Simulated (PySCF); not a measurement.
# GeH7NSi: NMR shifts and electronic excitations at several levels of theory, part 1 of 2

Aim: compute the NMR shifts and electronic excitations of GeH7NSi (`N[SiH2][GeH3]`) at several levels, and see how far they spread and what each costs.

Programs: PySCF 2.14.0, with density-fitted response routines of our own. Each step states its level of theory. These are calculated values for one molecule in the gas phase, unless marked as measured. Atoms count from 0, in the outputs and in this text.

## Step 1: The molecule as given

10 atoms, charge 0, multiplicity 1; geometry from: PBE0-D3(BJ)/def2-SVP.

Bonds of the start (Å): N0–Si1 1.74, Si1–Ge2 2.38, N0–H3 1.01, N0–H4 1.01, Si1–H5 1.51, Si1–H6 1.50, Ge2–H7 1.54, Ge2–H8 1.54, Ge2–H9 1.54.

## Step 2: Nuclear shieldings: PBE0/6-31G*

The job: settings as JSON, then the geometry in Å.

```
{"job": {"kind": "nmr", "xc": "PBE0", "basis": "6-31G*", "pop": true}, "charge": 0, "multiplicity": 1}
N      1.642993     0.713003     0.485993
Si     0.630449    -0.662977     0.175658
Ge    -1.630297     0.070578     0.305942
H      2.637633     0.574399     0.630687
H      1.479114     1.568396    -0.033602
H      0.817221    -1.342917    -1.154016
H      0.918865    -1.689079     1.224094
H     -2.607268    -1.055434    -0.086680
H     -1.855815     1.250491    -0.664069
H     -1.984338     0.552862     1.725442
```

With the program's defaults for keys left out, this is: GIAO PBE0/6-31G* NMR shielding, non-relativistic, gas phase.

The run is started by

```
OMP_NUM_THREADS=1 python probes_run.py task.json out
```

The driver reads the jobs from task.json and runs them one after another.

What it wrote:

```text
coarse grid: 36256 points
cycle   1  E = -2424.6661426055  dE = -6.670e-01  |g| = 4.815e-01  |ddm| = 2.665e+00
cycle   2  E = -2424.6359178640  dE =  3.022e-02  |g| = 6.047e-01  |ddm| = 7.813e-01
cycle   3  E = -2424.7035305585  dE = -6.761e-02  |g| = 5.801e-02  |ddm| = 5.209e-01
cycle   4  E = -2424.7042489959  dE = -7.184e-04  |g| = 1.715e-02  |ddm| = 5.950e-02
cycle   5  E = -2424.7042824961  dE = -3.350e-05  |g| = 2.812e-03  |ddm| = 1.157e-02
cycle   6  E = -2424.7042841554  dE = -1.659e-06  |g| = 3.519e-04  |ddm| = 3.679e-03
final grid: 73560 points
cycle   7  E = -2424.7042789730  dE = -2.356e-08  |g| = 3.725e-04  |ddm| = 1.166e-03
cycle   8  E = -2424.7042789710  dE =  1.915e-09  |g| = 4.493e-04  |ddm| = 7.563e-04
cycle   9  E = -2424.7042790024  dE = -3.140e-08  |g| = 3.501e-05  |ddm| = 3.407e-04
cycle  10  E = -2424.7042790029  dE = -4.165e-10  |g| = 1.103e-05  |ddm| = 5.159e-05
converged SCF energy = -2424.7042790029

GIAO shielding tensors (ppm)
atom      isotropic    diamagn.    paramagn.     s11        s22        s33       span
  0 N      267.538     319.470     -51.932    233.613    264.702    304.300     70.687
  1 Si     440.919     880.360    -439.441    396.264    421.630    504.864    108.600
  2 Ge    1814.755    2759.856    -945.101   1799.016   1814.190   1831.059     32.042
  3 H       32.419      28.776       3.643     24.281     28.146     44.829     20.548
  4 H       32.783      30.508       2.275     24.654     30.789     42.906     18.252
  5 H       26.709      29.579      -2.870     22.363     25.474     32.289      9.926
  6 H       26.821      29.172      -2.351     23.676     25.253     31.534      7.858
  7 H       28.353      28.454      -0.101     22.404     22.701     39.954     17.550
  8 H       28.285      29.263      -0.978     22.271     23.461     39.122     16.850
  9 H       28.172      28.600      -0.428     22.024     22.971     39.521     17.497
```

Wall time 6.5 s (1 thread of Arm Neoverse V1, shared host); peak memory 0.48 GiB.

The references, computed at this level on geometries of the same kind, shield at (ppm): 1H TMS 31.96, 29Si TMS 418.1, 15N NH3 259.4, 73Ge GeMe4 1541. Their shielding less the atom's gives the shift. The references are single molecules in the gas phase, so shifts against H2O, NH3, PH3, H3PO4 or CFCl3 are not on the usual liquid scales and can be off by tens of ppm. Atoms listed in one row are averaged.

| atoms | environment | σ (ppm) | δ (ppm) |
| --- | --- | --- | --- |
| H5, H6 | hydrogen on a silicon bonded to Ge, N | 26.76 | 5.20 |
| H7, H8, H9 | hydrogen on a germanium bonded to Si | 28.27 | 3.69 |
| H3, H4 | hydrogen on a nitrogen bonded to Si | 32.60 | -0.64 |
| N0 | nitrogen bonded to Si, 2 H | 267.5 | -8.2 |
| Si1 | silicon bonded to Ge, N, 2 H | 440.9 | -22.8 |
| Ge2 | germanium bonded to Si, 3 H | 1815 | -274 |

Charges from the same density, by scheme (e):

| atoms | Mulliken | IAO | Hirshfeld | ESP fit |
| --- | --- | --- | --- | --- |
| N0 | -0.93 | -0.82 | -0.31 | -1.01 |
| Si1 | 0.51 | 0.62 | 0.25 | 0.57 |
| Ge2 | -0.23 | 0.12 | 0.15 | -0.11 |

Mayer bond orders: N0–Si1 1.04, Si1–Ge2 0.93.

## Step 3: NMR shieldings: PBE0/def2-SVP

Settings changed since step 2:

```diff
@@ -1,2 +1,2 @@
-{"job": {"kind": "nmr", "xc": "PBE0", "basis": "6-31G*", "pop": true}, "charge": 0, "multiplicity": 1}
+{"job": {"kind": "nmr", "xc": "PBE0", "basis": "def2-SVP", "pop": true}, "charge": 0, "multiplicity": 1}
 N      1.642993     0.713003     0.485993
```

Level: GIAO PBE0/def2-SVP NMR shielding, non-relativistic, gas phase.

What it wrote:

```text
coarse grid: 36256 points
cycle   1  E = -2424.5821020176  dE = -6.868e-01  |g| = 4.793e-01  |ddm| = 2.844e+00
cycle   2  E = -2424.5528054759  dE =  2.930e-02  |g| = 5.981e-01  |ddm| = 8.331e-01
cycle   3  E = -2424.6197153127  dE = -6.691e-02  |g| = 5.858e-02  |ddm| = 5.492e-01
cycle   4  E = -2424.6204709906  dE = -7.557e-04  |g| = 1.764e-02  |ddm| = 6.323e-02
cycle   5  E = -2424.6205101843  dE = -3.919e-05  |g| = 2.666e-03  |ddm| = 1.357e-02
cycle   6  E = -2424.6205118285  dE = -1.644e-06  |g| = 3.406e-04  |ddm| = 3.838e-03
final grid: 73560 points
cycle   7  E = -2424.6204950120  dE = -2.680e-08  |g| = 3.402e-04  |ddm| = 1.104e-03
cycle   8  E = -2424.6204950141  dE = -2.081e-09  |g| = 3.931e-04  |ddm| = 6.893e-04
cycle   9  E = -2424.6204950374  dE = -2.335e-08  |g| = 2.861e-05  |ddm| = 3.048e-04
cycle  10  E = -2424.6204950377  dE = -2.919e-10  |g| = 7.231e-06  |ddm| = 4.186e-05
converged SCF energy = -2424.6204950377

GIAO shielding tensors (ppm)
atom      isotropic    diamagn.    paramagn.     s11        s22        s33       span
  0 N      271.701     310.704     -39.003    236.881    268.953    309.270     72.389
  1 Si     455.524     880.127    -424.603    409.413    436.255    520.903    111.490
  2 Ge    1762.085    2755.982    -993.897   1743.869   1765.458   1776.929     33.059
  3 H       31.644      29.059       2.584     23.447     27.463     44.021     20.574
  4 H       31.887      31.350       0.537     23.673     29.827     42.160     18.487
  5 H       26.121      29.512      -3.391     21.855     24.827     31.680      9.825
  6 H       26.375      29.059      -2.684     23.418     24.815     30.893      7.475
  7 H       27.859      28.288      -0.429     22.018     22.220     39.339     17.321
  8 H       27.830      29.042      -1.213     21.943     22.970     38.575     16.632
  9 H       27.716      28.397      -0.682     21.748     22.450     38.949     17.201
```

It took 7.2 s on 1 thread of Arm Neoverse V1, shared host; peak memory 0.54 GiB.

Key values: δ N0 -1.9, Si1 -48.4, Ge2 -304, H5 5.09, H7 3.54 ppm (means over like atoms).

## Step 4: Nuclear shieldings: PBE0/def2-TZVP

Settings changed since step 3:

```diff
@@ -1,2 +1,2 @@
-{"job": {"kind": "nmr", "xc": "PBE0", "basis": "def2-SVP", "pop": true}, "charge": 0, "multiplicity": 1}
+{"job": {"kind": "nmr", "xc": "PBE0", "basis": "def2-TZVP", "pop": true}, "charge": 0, "multiplicity": 1}
 N      1.642993     0.713003     0.485993
```

Method: GIAO PBE0/def2-TZVP NMR shielding, non-relativistic, gas phase.

What it wrote:

```text
coarse grid: 36256 points
cycle   1  E = -2424.9993789583  dE = -6.680e-01  |g| = 7.132e-01  |ddm| = 2.215e+00
cycle   2  E = -2424.9553868375  dE =  4.399e-02  |g| = 8.788e-01  |ddm| = 7.367e-01
cycle   3  E = -2425.0526736226  dE = -9.729e-02  |g| = 8.419e-02  |ddm| = 4.806e-01
cycle   4  E = -2425.0541109887  dE = -1.437e-03  |g| = 2.528e-02  |ddm| = 6.281e-02
cycle   5  E = -2425.0542051135  dE = -9.412e-05  |g| = 4.744e-03  |ddm| = 1.508e-02
cycle   6  E = -2425.0542089649  dE = -3.851e-06  |g| = 4.854e-04  |ddm| = 4.257e-03
final grid: 73560 points
cycle   7  E = -2425.0541969622  dE = -5.135e-08  |g| = 5.157e-04  |ddm| = 1.526e-03
cycle   8  E = -2425.0541969564  dE =  5.798e-09  |g| = 6.611e-04  |ddm| = 7.698e-04
cycle   9  E = -2425.0541970148  dE = -5.839e-08  |g| = 5.417e-05  |ddm| = 3.569e-04
cycle  10  E = -2425.0541970156  dE = -8.667e-10  |g| = 1.345e-05  |ddm| = 5.624e-05
converged SCF energy = -2425.0541970156

GIAO shielding tensors (ppm)
atom      isotropic    diamagn.    paramagn.     s11        s22        s33       span
  0 N      262.186     312.106     -49.921    230.201    262.314    294.042     63.841
  1 Si     375.745     877.237    -501.492    323.250    351.924    452.062    128.812
  2 Ge    1707.510    2758.405   -1050.895   1693.047   1710.987   1718.495     25.448
  3 H       31.610      28.993       2.617     23.950     27.485     43.395     19.445
  4 H       31.911      30.723       1.188     24.301     29.868     41.563     17.262
  5 H       25.955      29.329      -3.375     21.870     24.730     31.265      9.395
  6 H       26.234      28.999      -2.765     23.289     24.895     30.519      7.230
  7 H       27.869      28.099      -0.230     22.132     22.234     39.240     17.107
  8 H       27.841      28.677      -0.836     22.107     22.959     38.458     16.350
  9 H       27.763      28.192      -0.429     21.976     22.511     38.802     16.826
```

Run time: 14 s. Hardware: 1 thread of Arm Neoverse V1, shared host; peak memory 0.9 GiB.

Key values: δ N0 3.7, Si1 -44.2, Ge2 -334, H5 5.39, H7 3.66 ppm (means over like atoms).

## Step 5: Shielding tensors: PBE0/cc-pVDZ

Settings changed since step 4:

```diff
@@ -1,2 +1,2 @@
-{"job": {"kind": "nmr", "xc": "PBE0", "basis": "def2-TZVP", "pop": true}, "charge": 0, "multiplicity": 1}
+{"job": {"kind": "nmr", "xc": "PBE0", "basis": "cc-pVDZ", "pop": true}, "charge": 0, "multiplicity": 1}
 N      1.642993     0.713003     0.485993
```

Level: GIAO PBE0/cc-pVDZ NMR shielding, non-relativistic, gas phase.

What it wrote:

```text
coarse grid: 36256 points
cycle   1  E = -2424.9475966871  dE = -6.241e-01  |g| = 3.919e-01  |ddm| = 5.286e+00
cycle   2  E = -2424.9189445121  dE =  2.865e-02  |g| = 5.219e-01  |ddm| = 1.320e+00
cycle   3  E = -2424.9804421593  dE = -6.150e-02  |g| = 4.080e-02  |ddm| = 7.675e-01
cycle   4  E = -2424.9808774817  dE = -4.353e-04  |g| = 7.244e-03  |ddm| = 8.259e-02
cycle   5  E = -2424.9808916691  dE = -1.419e-05  |g| = 2.089e-03  |ddm| = 2.850e-02
cycle   6  E = -2424.9808931676  dE = -1.498e-06  |g| = 1.945e-04  |ddm| = 7.121e-03
final grid: 73560 points
cycle   7  E = -2424.9808858017  dE = -1.530e-08  |g| = 1.365e-04  |ddm| = 1.179e-03
cycle   8  E = -2424.9808858023  dE = -6.535e-10  |g| = 1.343e-04  |ddm| = 5.244e-04
cycle   9  E = -2424.9808858066  dE = -4.261e-09  |g| = 2.643e-05  |ddm| = 2.689e-04
cycle  10  E = -2424.9808858067  dE = -1.601e-10  |g| = 3.249e-06  |ddm| = 4.552e-05
converged SCF energy = -2424.9808858067

GIAO shielding tensors (ppm)
atom      isotropic    diamagn.    paramagn.     s11        s22        s33       span
  0 N      274.582     307.266     -32.683    239.555    271.144    313.048     73.493
  1 Si     458.766     882.053    -423.288    415.562    441.190    519.545    103.983
  2 Ge    1822.144    2755.611    -933.467   1803.159   1825.084   1838.190     35.031
  3 H       31.560      28.853       2.707     23.289     27.476     43.914     20.625
  4 H       31.853      30.827       1.026     23.640     29.880     42.039     18.398
  5 H       26.129      29.639      -3.510     21.764     24.722     31.900     10.136
  6 H       26.407      29.172      -2.765     23.342     24.772     31.106      7.764
  7 H       27.862      28.294      -0.433     22.005     22.209     39.372     17.367
  8 H       27.799      29.024      -1.225     21.901     22.810     38.687     16.786
  9 H       27.709      28.377      -0.668     21.730     22.316     39.081     17.350
```

Run time: 8 s. Hardware: 1 thread of Arm Neoverse V1, shared host; peak memory 0.55 GiB.

In short: δ N0 -1.5, Si1 -40.2, Ge2 -279, H5 5.02, H7 3.50 ppm (means over like atoms).

## Step 6: Shielding tensors: PBE0/cc-pVTZ

Settings changed since step 5:

```diff
@@ -1,2 +1,2 @@
-{"job": {"kind": "nmr", "xc": "PBE0", "basis": "cc-pVDZ", "pop": true}, "charge": 0, "multiplicity": 1}
+{"job": {"kind": "nmr", "xc": "PBE0", "basis": "cc-pVTZ", "pop": true}, "charge": 0, "multiplicity": 1}
 N      1.642993     0.713003     0.485993
```

Level: GIAO PBE0/cc-pVTZ NMR shielding, non-relativistic, gas phase.

What it wrote:

```text
coarse grid: 36256 points
cycle   1  E = -2425.0482832485  dE = -6.611e-01  |g| = 5.363e-01  |ddm| = 5.399e+00
cycle   2  E = -2425.0136933775  dE =  3.459e-02  |g| = 6.569e-01  |ddm| = 1.391e+00
cycle   3  E = -2425.0915308214  dE = -7.784e-02  |g| = 8.666e-02  |ddm| = 8.613e-01
cycle   4  E = -2425.0929992993  dE = -1.468e-03  |g| = 1.840e-02  |ddm| = 1.267e-01
cycle   5  E = -2425.0930454514  dE = -4.615e-05  |g| = 3.989e-03  |ddm| = 2.494e-02
cycle   6  E = -2425.0930489612  dE = -3.510e-06  |g| = 4.020e-04  |ddm| = 6.874e-03
final grid: 73560 points
cycle   7  E = -2425.0930179230  dE = -5.259e-08  |g| = 3.430e-04  |ddm| = 2.646e-03
cycle   8  E = -2425.0930179285  dE = -5.474e-09  |g| = 3.642e-04  |ddm| = 1.022e-03
cycle   9  E = -2425.0930179541  dE = -2.562e-08  |g| = 3.424e-05  |ddm| = 4.530e-04
cycle  10  E = -2425.0930179543  dE = -2.647e-10  |g| = 6.897e-06  |ddm| = 5.909e-05
converged SCF energy = -2425.0930179543

GIAO shielding tensors (ppm)
atom      isotropic    diamagn.    paramagn.     s11        s22        s33       span
  0 N      265.524     300.530     -35.006    230.862    263.199    302.512     71.651
  1 Si     399.806     885.138    -485.331    349.012    374.260    476.147    127.135
  2 Ge    1743.430    2755.411   -1011.981   1731.147   1745.743   1753.400     22.253
  3 H       31.327      28.927       2.400     23.408     27.007     43.567     20.159
  4 H       31.599      30.499       1.100     23.727     29.350     41.720     17.994
  5 H       25.956      29.328      -3.372     21.779     24.660     31.431      9.653
  6 H       26.258      28.717      -2.459     23.281     24.836     30.657      7.376
  7 H       27.815      28.365      -0.550     22.051     22.172     39.222     17.171
  8 H       27.791      28.964      -1.173     22.027     22.910     38.436     16.409
  9 H       27.717      28.487      -0.770     21.883     22.469     38.800     16.917
```

Wall time 21 s (1 thread of Arm Neoverse V1, shared host); peak memory 1.1 GiB.

This run: δ N0 1.2, Si1 -39.8, Ge2 -328, H5 5.18, H7 3.52 ppm (means over like atoms).

## Step 7: Nuclear shieldings: PBE0/aug-cc-pVDZ

Settings changed since step 6:

```diff
@@ -1,2 +1,2 @@
-{"job": {"kind": "nmr", "xc": "PBE0", "basis": "cc-pVTZ", "pop": true}, "charge": 0, "multiplicity": 1}
+{"job": {"kind": "nmr", "xc": "PBE0", "basis": "aug-cc-pVDZ", "pop": true}, "charge": 0, "multiplicity": 1}
 N      1.642993     0.713003     0.485993
```

With the program's defaults for keys left out, this is: GIAO PBE0/aug-cc-pVDZ NMR shielding, non-relativistic, gas phase.

What it wrote:

```text
coarse grid: 36256 points
cycle   1  E = -2424.9590398989  dE = -6.344e-01  |g| = 3.908e-01  |ddm| = 5.950e+00
cycle   2  E = -2424.9253984107  dE =  3.364e-02  |g| = 5.413e-01  |ddm| = 1.364e+00
cycle   3  E = -2424.9917898753  dE = -6.639e-02  |g| = 4.488e-02  |ddm| = 7.777e-01
cycle   4  E = -2424.9922971978  dE = -5.073e-04  |g| = 8.054e-03  |ddm| = 1.152e-01
cycle   5  E = -2424.9923133074  dE = -1.611e-05  |g| = 2.255e-03  |ddm| = 3.226e-02
cycle   6  E = -2424.9923150746  dE = -1.767e-06  |g| = 2.621e-04  |ddm| = 7.535e-03
final grid: 73560 points
cycle   7  E = -2424.9923094798  dE = -3.964e-08  |g| = 2.053e-04  |ddm| = 5.733e-03
cycle   8  E = -2424.9923094797  dE =  9.049e-11  |g| = 2.173e-04  |ddm| = 8.183e-04
cycle   9  E = -2424.9923094914  dE = -1.172e-08  |g| = 4.228e-05  |ddm| = 4.076e-04
cycle  10  E = -2424.9923094918  dE = -4.361e-10  |g| = 4.872e-06  |ddm| = 7.069e-05
converged SCF energy = -2424.9923094918

GIAO shielding tensors (ppm)
atom      isotropic    diamagn.    paramagn.     s11        s22        s33       span
  0 N      270.031     290.517     -20.486    242.171    267.016    300.906     58.735
  1 Si     454.286     888.190    -433.904    406.981    433.981    521.896    114.915
  2 Ge    1838.451    2761.175    -922.725   1816.038   1837.298   1862.016     45.978
  3 H       31.421      34.718      -3.297     23.531     27.227     43.506     19.975
  4 H       31.764      33.311      -1.547     23.960     29.635     41.696     17.737
  5 H       25.929      28.285      -2.356     21.631     24.525     31.631     10.000
  6 H       26.326      27.947      -1.621     23.198     24.878     30.902      7.704
  7 H       27.778      28.056      -0.278     21.987     22.100     39.247     17.261
  8 H       27.740      29.072      -1.332     21.897     22.846     38.477     16.580
  9 H       27.674      28.177      -0.504     21.791     22.399     38.831     17.041
```

Run time: 13 s. Hardware: 1 thread of Arm Neoverse V1, shared host; peak memory 0.81 GiB.

This run: δ N0 -0.2, Si1 -37.6, Ge2 -324, H5 5.27, H7 3.66 ppm (means over like atoms).

## Step 8: Nuclear shieldings: PBE0/pcSseg-0

Settings changed since step 7:

```diff
@@ -1,2 +1,2 @@
-{"job": {"kind": "nmr", "xc": "PBE0", "basis": "aug-cc-pVDZ", "pop": true}, "charge": 0, "multiplicity": 1}
+{"job": {"kind": "nmr", "xc": "PBE0", "basis": "pcSseg-0", "pop": true}, "charge": 0, "multiplicity": 1}
 N      1.642993     0.713003     0.485993
```

Method: GIAO PBE0/pcSseg-0 NMR shielding, non-relativistic, gas phase.

What it wrote:

```text
coarse grid: 36256 points
cycle   1  E = -2422.0958623478  dE = -1.160e+00  |g| = 3.704e-01  |ddm| = 2.901e+00
cycle   2  E = -2422.0750635422  dE =  2.080e-02  |g| = 4.708e-01  |ddm| = 8.875e-01
cycle   3  E = -2422.1235995246  dE = -4.854e-02  |g| = 4.467e-02  |ddm| = 5.798e-01
cycle   4  E = -2422.1240539972  dE = -4.545e-04  |g| = 7.250e-03  |ddm| = 6.703e-02
cycle   5  E = -2422.1240709949  dE = -1.700e-05  |g| = 9.670e-04  |ddm| = 1.342e-02
cycle   6  E = -2422.1240713737  dE = -3.788e-07  |g| = 1.526e-04  |ddm| = 2.341e-03
final grid: 73560 points
cycle   7  E = -2422.1240728790  dE = -1.353e-08  |g| = 1.098e-04  |ddm| = 6.569e-04
cycle   8  E = -2422.1240728801  dE = -1.158e-09  |g| = 1.018e-04  |ddm| = 3.827e-04
cycle   9  E = -2422.1240728829  dE = -2.795e-09  |g| = 1.986e-05  |ddm| = 1.538e-04
cycle  10  E = -2422.1240728830  dE = -8.049e-11  |g| = 2.219e-06  |ddm| = 2.665e-05
converged SCF energy = -2422.1240728830

GIAO shielding tensors (ppm)
atom      isotropic    diamagn.    paramagn.     s11        s22        s33       span
  0 N      287.790     321.845     -34.055    233.518    274.223    355.628    122.110
  1 Si     428.911     878.707    -449.796    361.865    398.894    525.974    164.109
  2 Ge    1896.057    2750.215    -854.158   1876.741   1895.571   1915.860     39.119
  3 H       34.134      30.685       3.449     25.070     29.149     48.183     23.113
  4 H       34.401      31.341       3.060     25.216     31.875     46.110     20.894
  5 H       27.361      28.749      -1.388     22.144     25.909     34.031     11.887
  6 H       27.774      29.022      -1.248     24.086     25.855     33.381      9.295
  7 H       29.295      28.960       0.334     23.088     23.948     40.849     17.761
  8 H       29.211      29.158       0.053     23.111     24.799     39.723     16.612
  9 H       29.028      28.888       0.140     22.730     24.167     40.186     17.456
```

Wall time 4.2 s (1 thread of Arm Neoverse V1, shared host); peak memory 0.49 GiB.

This run: δ N0 -21.8, Si1 -80.4, Ge2 -348, H5 5.26, H7 3.65 ppm (means over like atoms).

(Continued in part 2 of 2.)
